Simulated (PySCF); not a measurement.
# Sb²⁺: basis, grid and Hamiltonian

The method stays; parts of the set-up, such as the basis or the Hamiltonian, are changed.

Computed with PySCF 2.14.0. Level: method and basis as typed in the scripts.

1 further run of the same task is left out (it didn't finish).

## Step 1: The atom

Sb²⁺: 1 atom, charge 2, spin multiplicity 2.

## Step 2: The run that the others are compared with

input.py reads:

```python
from pyscf import gto, scf, tdscf

mol = gto.M(
    atom='Sb 0 0 0',
    basis='crenbl',
    ecp={'Sb': 'crenbl'},
    charge=2,
    spin=1,
    verbose=4,
)
mf = scf.UHF(mol)
mf.kernel()
td = tdscf.TDA(mf)
td.nstates = 6
td.kernel()
td.analyze(verbose=3)
mf.dip_moment()
print('orbital energies (hartree):', [e[max(0, n-3):n+3].round(4) for e, n in zip(mf.mo_energy, mol.nelec)])
```

The run is started by

```sh
> OMP_NUM_THREADS=1 python input.py
```

Its log is not repeated here.

It gives: E(SCF) = -79.701969 Eh, 8 cycles, ⟨S²⟩ = 0.757, excitations 0.18, 0.18, 6.73, 6.73, 9.53 eV.

## Step 3: 3-21g (core potential off)

Variant 1 changes basis set: crenbl → 3-21g; core potential: on → off. The core potential changes with it: totals don't compare.

input.py reads:

```python
from pyscf import gto, scf, tdscf

mol = gto.M(
    atom='Sb 0 0 0',
    basis='3-21g',
    charge=2,
    spin=1,
    verbose=4,
)
mf = scf.UHF(mol)
mf.kernel()
td = tdscf.TDA(mf)
td.nstates = 6
td.kernel()
td.analyze()
mf.dip_moment()
print('orbital energies (hartree):', [e[max(0, n-3):n+3].round(4) for e, n in zip(mf.mo_energy, mol.nelec)])
```

The run is started by

```sh
> OMP_NUM_THREADS=1 python input.py
```

## Step 4: Def2-tzvpp

Variant 2 changes basis set: crenbl → def2-tzvpp. The core potential changes with it: totals don't compare.

Changes to input.py since step 2:

```diff
@@ -4,4 +4,4 @@
     atom='Sb 0 0 0',
-    basis='crenbl',
-    ecp={'Sb': 'crenbl'},
+    basis='def2-tzvpp',
+    ecp={'Sb': 'def2-tzvpp'},
     charge=2,
```

## Step 5: Jorge-dzp-dkh (core potential off, X2C on)

Variant 3 changes basis set: crenbl → jorge-dzp-dkh; core potential: on → off; spin-free X2C: off → on. The core potential changes with it: totals don't compare.

Changes to input.py since step 2:

```diff
@@ -4,4 +4,3 @@
     atom='Sb 0 0 0',
-    basis='crenbl',
-    ecp={'Sb': 'crenbl'},
+    basis='jorge-dzp-dkh',
     charge=2,
@@ -11,2 +10,3 @@
 mf = scf.UHF(mol)
+mf = mf.sfx2c1e()
 mf.kernel()
@@ -15,3 +15,3 @@
 td.kernel()
-td.analyze(verbose=3)
+td.analyze()
 mf.dip_moment()
```

## Step 6: Def2-svp

Variant 4 changes basis set: crenbl → def2-svp. The core potential changes with it: totals don't compare.

Changes to input.py since step 2:

```diff
@@ -4,4 +4,4 @@
     atom='Sb 0 0 0',
-    basis='crenbl',
-    ecp={'Sb': 'crenbl'},
+    basis='def2-svp',
+    ecp={'Sb': 'def2-svp'},
     charge=2,
```

## Step 7: Density fitting weigend

Variant 5 changes density fitting: none → weigend.

Changes to input.py since step 2:

```diff
@@ -11,2 +11,3 @@
 mf = scf.UHF(mol)
+mf = mf.density_fit(auxbasis='weigend')
 mf.kernel()
```

What does the calculation give? Wanted: for each run, E(SCF); from base; gap, α spin; after the SCF.

**Answer**, as computed:

```
                                       run  E(SCF) (hartree)  from base (eV)  cycles  gap, α spin (eV)  functions              after the SCF
                                      base        -79.701969               0       8              8.67         32  lowest root found 0.18 eV
                3-21g (core potential off)      -6284.798974  not comparable       7              8.30         31  lowest root found 6.15 eV
                                def2-tzvpp       -238.373519  not comparable       8              8.78         50  lowest root found 0.22 eV
jorge-dzp-dkh (core potential off, X2C on)      -6469.661529  not comparable       7              8.39         48  lowest root found 0.09 eV
                                  def2-svp       -238.369662  not comparable       7              8.74         26  lowest root found 0.20 eV
     density fitting weigend (poor choice)        -78.637292  not comparable       8              8.75         32  lowest root found 0.18 eV
```

**Reading.** Rows marked «poor choice» come from settings spoiled on purpose.
